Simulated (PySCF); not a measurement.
# One shape, several levels: [SiF5]− (SMILES F[Si-](F)(F)(F)F)

Aim: a comparison of 5 runs (HF/3-21G, HF/pcseg-2, B3LYP/6-31G*, B3LYP/def2-SVP, PBE0/def2-SVP) of [SiF5]−. 

The results are computed with PySCF 2.14.0.

**1. The system as given**

[SiF5]− has 6 atoms, charge -1, and is taken as a singlet. SMILES: `F[Si-](F)(F)(F)F`. The shape is that of a PBE0-D4/def2-TZVPD optimisation.

Bond lengths: F1–Si2 1.669 Å, Si2–F3 1.628 Å, Si2–F4 1.628 Å, Si2–F5 1.669 Å, Si2–F6 1.627 Å. Angles: F1–Si2–F3 90.0°, F1–Si2–F4 90.0°, F1–Si2–F5 180.0°, F1–Si2–F6 90.0°, F3–Si2–F4 120.0°, F3–Si2–F5 90.0°, F3–Si2–F6 120.0°, F4–Si2–F5 90.0°, F4–Si2–F6 120.0°, F5–Si2–F6 90.0°.

**2. Energy and forces at HF/3-21G (run 1)**

Contents of run.py:

```python
from pyscf import gto

molecule = gto.Mole()
molecule.atom = '''
F     -0.716900    -1.106000     1.023500
Si     0.000000     0.000000     0.000000
F     -1.466700     0.583500    -0.396400
F      0.651500    -1.218400    -0.860200
F      0.716500     1.105800    -1.024000
F      0.815500     0.635100     1.257000
'''
molecule.basis = '3-21g'
molecule.max_memory = 1860
molecule.verbose = 4
molecule.charge = -1
molecule.build()

mf = molecule.RHF()
mf.conv_tol = 1e-10
mf.kernel()
if not mf.converged:
    mf = mf.newton().run(mf.mo_coeff, mf.mo_occ)

energy = mf.e_tot
print(f'total energy: {energy:.8f} hartree')
grad = mf.nuc_grad_method().kernel()
dip = mf.dip_moment()
pop, q = mf.mulliken_pop()
```

Run with:

```bash
$ OMP_NUM_THREADS=1 python run.py
```

The log of the run:

```text
PySCF version 2.14.0

[... 58 lines left out ...]
converged SCF energy = -782.284098153809
total energy: -782.28409815 hartree
[... 13 lines left out ...]
WARN: System has nonzero charge -1; the dipole moment is origin-dependent.
[... 2 lines left out ...]
Dipole moment(X, Y, Z, Debye):  0.00040,  0.00005,  0.00043
[... 26 lines left out ...]
pop of  2 F 2px           0.76974
pop of  2 F 2py           0.84872
pop of  2 F 2pz           0.85409
pop of  2 F 3px           1.00716
pop of  2 F 3py           1.06799
pop of  2 F 3pz           1.07396
pop of  3 F 1s            1.98454
pop of  3 F 2s            0.43429
pop of  3 F 3s            1.54440
pop of  3 F 2px           0.83786
pop of  3 F 2py           0.80359
pop of  3 F 2pz           0.83110
pop of  3 F 3px           1.06466
pop of  3 F 3py           1.02990
pop of  3 F 3pz           1.05456
pop of  4 F 1s            1.98452
pop of  4 F 2s            0.43265
pop of  4 F 3s            1.54396
pop of  4 F 2px           0.84321
pop of  4 F 2py           0.81228
pop of  4 F 2pz           0.81986
pop of  4 F 3px           1.07267
pop of  4 F 3py           1.04994
pop of  4 F 3pz           1.05552
pop of  5 F 1s            1.98454
pop of  5 F 2s            0.43429
pop of  5 F 3s            1.54440
pop of  5 F 2px           0.82838
pop of  5 F 2py           0.84623
pop of  5 F 2pz           0.79795
pop of  5 F 3px           1.05664
pop of  5 F 3py           1.06588
pop of  5 F 3pz           1.02656
 ** Mulliken atomic charges  **
charge of    0F =     -0.61461
charge of    1Si =      1.98387
charge of    2F =     -0.58489
charge of    3F =     -0.58489
charge of    4F =     -0.61461
charge of    5F =     -0.58487
```

It took 2.6 s on 1 thread of Intel Xeon at 2.70GHz, shared host; peak memory 0.13 GiB.

**3. Energy and gradient at HF/pcseg-2 (run 2)**

Contents of job.py:

```python
import pyscf.grad
from pyscf import gto, scf

mol = gto.M(
    atom='''
F     -1.354745    -2.090037     1.934135
Si     0.000000     0.000000     0.000000
F     -2.771661     1.102655    -0.749087
F      1.231157    -2.302442    -1.625542
F      1.353989     2.089659    -1.935080
F      1.541072     1.200165     2.375386
''',
    unit='bohr',
    spin=0,
    verbose=3,
    charge=-1,
    max_memory=1860,
    basis='pcseg-2',
)

hf = scf.RHF(mol)
hf.conv_tol = 1e-10
hf.kernel()
if not hf.converged:
    hf = hf.newton().run(hf.mo_coeff, hf.mo_occ)

energy = hf.e_tot
print('Final energy', energy)
grad = hf.Gradients().kernel()
hf.analyze()
```

Run with:

```bash
$ OMP_NUM_THREADS=1 python job.py
```

The log of the run:

```text
converged SCF energy = -786.724941146446
[... 18 lines left out ...]
MO #8   energy= -4.12480712298627  occ= 2
[... 15 lines left out ...]
MO #24  energy= -0.442962000424853 occ= 2
[... 15 lines left out ...]
MO #40  energy= 0.738020199781184  occ= 0
[... 15 lines left out ...]
MO #56  energy= 1.15941248728594   occ= 0
[... 15 lines left out ...]
MO #72  energy= 2.30070091312548   occ= 0
[... 15 lines left out ...]
MO #88  energy= 2.80853483919474   occ= 0
[... 15 lines left out ...]
MO #104 energy= 3.56520004936734   occ= 0
[... 15 lines left out ...]
MO #120 energy= 4.93109988890461   occ= 0
[... 15 lines left out ...]
MO #136 energy= 5.01769083786192   occ= 0
[... 15 lines left out ...]
MO #152 energy= 5.71926813507725   occ= 0
[... 15 lines left out ...]
MO #168 energy= 8.43160609257371   occ= 0
[... 15 lines left out ...]
MO #184 energy= 16.5873523543464   occ= 0
[... 8 lines left out ...]
WARN: System has nonzero charge -1; the dipole moment is origin-dependent.
Location of origin: [0. 0. 0.]

Dipole moment(X, Y, Z, Debye):  0.00049,  0.00020,  0.00066
```

Wall time 93 s (1 thread of Intel Xeon at 2.70GHz, shared host); peak memory 1.2 GiB.

Run 3 isn't shown in full; the table further down has it.

**4. Energy and gradient at B3LYP/def2-SVP (run 4)**

Contents of job.py:

```python
from pyscf import gto, dft

molecule = gto.Mole()
molecule.atom = '''
F   -0.716900  -1.106000   1.023500
Si   0.000000   0.000000   0.000000
F   -1.466700   0.583500  -0.396400
F    0.651500  -1.218400  -0.860200
F    0.716500   1.105800  -1.024000
F    0.815500   0.635100   1.257000
'''
molecule.spin = 0
molecule.charge = -1
molecule.basis = 'def2-svp'
molecule.max_memory = 1860
molecule.verbose = 3
molecule.build()

mf = dft.RKS(molecule, xc='b3lyp')
mf.conv_tol = 1e-10
mf.grids.level = 5
mf.kernel()
if not mf.converged:
    mf = mf.newton().run(mf.mo_coeff, mf.mo_occ)

e_final = mf.e_tot
print('E(%s) = %.9f' % ('B3LYP', e_final))
grad = mf.nuc_grad_method().kernel()
mf.analyze()
```

Run with:

```bash
$ OMP_NUM_THREADS=1 python job.py
```

The log of the run:

```text
converged SCF energy = -788.587440675201
[... 18 lines left out ...]
MO #8   energy= -3.53770664888594  occ= 2
[... 7 lines left out ...]
MO #16  energy= -0.35985293147402  occ= 2
[... 7 lines left out ...]
MO #24  energy= -0.20141805602935  occ= 2
[... 7 lines left out ...]
MO #32  energy= 0.358191037856537  occ= 0
[... 7 lines left out ...]
MO #40  energy= 0.776169408042075  occ= 0
[... 7 lines left out ...]
MO #48  energy= 1.37387389475654   occ= 0
[... 7 lines left out ...]
MO #56  energy= 1.61676226974655   occ= 0
[... 7 lines left out ...]
MO #64  energy= 3.22938144881961   occ= 0
[... 7 lines left out ...]
MO #72  energy= 3.28368063889658   occ= 0
[... 7 lines left out ...]
MO #80  energy= 3.4483070003542    occ= 0
[... 7 lines left out ...]
MO #88  energy= 3.97277763894308   occ= 0
[... 8 lines left out ...]
WARN: System has nonzero charge -1; the dipole moment is origin-dependent.
Location of origin: [0. 0. 0.]

Dipole moment(X, Y, Z, Debye):  0.00041,  0.00014,  0.00054
```

It took 28 s on 1 thread of Intel Xeon at 2.70GHz, shared host; peak memory 0.86 GiB.

**5. Energy and forces at PBE0/def2-SVP (run 5)**

Contents of input.xyz:

```xyz
6

F     -0.716900    -1.106000     1.023500
Si     0.000000     0.000000     0.000000
F     -1.466700     0.583500    -0.396400
F      0.651500    -1.218400    -0.860200
F      0.716500     1.105800    -1.024000
F      0.815500     0.635100     1.257000
```

Contents of job.py:

```python
# F[Si-](F)(F)(F)F
import pyscf.grad
from pyscf import gto, dft

mol = gto.M(
    atom='input.xyz',
    basis='def2-svp',
    charge=-1,
    max_memory=1860,
    verbose=4,
)

ks = dft.RKS(mol, xc='pbe0')
ks.conv_tol = 1e-10
ks.grids.level = 5
ks.kernel()
if not ks.converged:
    ks = ks.newton().run(ks.mo_coeff, ks.mo_occ)

e_tot = ks.e_tot
print('E(%s) = %.9f' % ('PBE0', e_tot))
grad = ks.Gradients().kernel()
ks.analyze()
```

Run with:

```bash
$ OMP_NUM_THREADS=1 python job.py
```

The log of the run:

```text
PySCF version 2.14.0

[... 90 lines left out ...]
Two-electron Energy =                  693.981954357688664
[... 10 lines left out ...]
MO #7   energy= -5.22361309053082  occ= 2
[... 8 lines left out ...]
MO #16  energy= -0.379419622768673 occ= 2
[... 8 lines left out ...]
MO #25  energy= -0.212684895852612 occ= 2
[... 8 lines left out ...]
MO #34  energy= 0.44573274782074   occ= 0
[... 8 lines left out ...]
MO #43  energy= 1.13674405508388   occ= 0
[... 8 lines left out ...]
MO #52  energy= 1.43504543607491   occ= 0
[... 8 lines left out ...]
MO #61  energy= 1.92294380363734   occ= 0
[... 8 lines left out ...]
MO #70  energy= 3.28965118126054   occ= 0
[... 8 lines left out ...]
MO #79  energy= 3.32784105552866   occ= 0
[... 8 lines left out ...]
MO #88  energy= 3.98928024062164   occ= 0
[... 62 lines left out ...]
pop of  4 F 1s            1.99996
pop of  4 F 2s            1.84472
pop of  4 F 3s            0.00254
pop of  4 F 2px           1.91907
pop of  4 F 2py           1.88402
pop of  4 F 2pz           1.89261
pop of  4 F 3px           0.00141
pop of  4 F 3py           0.00136
pop of  4 F 3pz           0.00137
pop of  4 F 3dxy          0.00077
pop of  4 F 3dyz          0.00126
pop of  4 F 3dz^2         0.00052
pop of  4 F 3dxz          0.00069
pop of  4 F 3dx2-y2       0.00052
pop of  5 F 1s            1.99996
pop of  5 F 2s            1.83849
pop of  5 F 3s            0.00334
pop of  5 F 2px           1.89209
pop of  5 F 2py           1.91319
pop of  5 F 2pz           1.86213
pop of  5 F 3px           0.00086
pop of  5 F 3py           0.00096
pop of  5 F 3pz           0.00098
pop of  5 F 3dxy          0.00050
pop of  5 F 3dyz          0.00106
pop of  5 F 3dz^2         0.00099
pop of  5 F 3dxz          0.00138
pop of  5 F 3dx2-y2       0.00037
 ** Mulliken atomic charges  **
charge of    0F =     -0.55083
charge of    1Si =      1.65057
charge of    2F =     -0.51632
charge of    3F =     -0.51632
charge of    4F =     -0.55083
charge of    5F =     -0.51629

WARN: System has nonzero charge -1; the dipole moment is origin-dependent.
Location of origin: [0. 0. 0.]

Dipole moment(X, Y, Z, Debye):  0.00041,  0.00016,  0.00055
```

Run time: 31 s. Hardware: 1 thread of Intel Xeon at 2.70GHz, shared host; peak memory 0.86 GiB.

**6. All runs side by side**

```
run                               level  integration grid  energy (Eh)  HOMO energy (eV)  LUMO energy (eV)  HOMO–LUMO gap (eV)  wall time
  1                            HF/3-21G                 –  -782.284098             -9.71             12.68               22.39      2.6 s
  2                          HF/pcseg-2                 –  -786.724941            -10.70              9.40               20.10       93 s
  3  B3LYP/6-31G* (spherical functions)                 5  -789.037338             -3.69              7.59               11.28       41 s
  4                      B3LYP/def2-SVP                 5  -788.587441             -3.91              7.53               11.44       28 s
  5                       PBE0/def2-SVP                 5  -787.983183             -4.35              7.87               12.22       31 s
```

**7. Summary of results**

| quantity | value |
| --- | --- |
| run 5: total energy | -787.98318 Eh |
| run 5: HOMO energy | -4.35 eV |
| run 5: LUMO energy | 7.87 eV |
| run 5: HOMO–LUMO gap (to an unbound level, set by the basis) | 12.22 eV |
| run 5: largest force on an atom | 0.767 eV/Å |

In words: The HOMO–LUMO gap runs from 11.28 eV (B3LYP/6-31G*) to 22.39 eV (HF/3-21G). The two ends differ in method and basis. The empty levels of an anion lie above zero and hang on the basis. Totals of different functionals can't be ranked against each other. All runs together took 3.3 min, the longest 93 s.
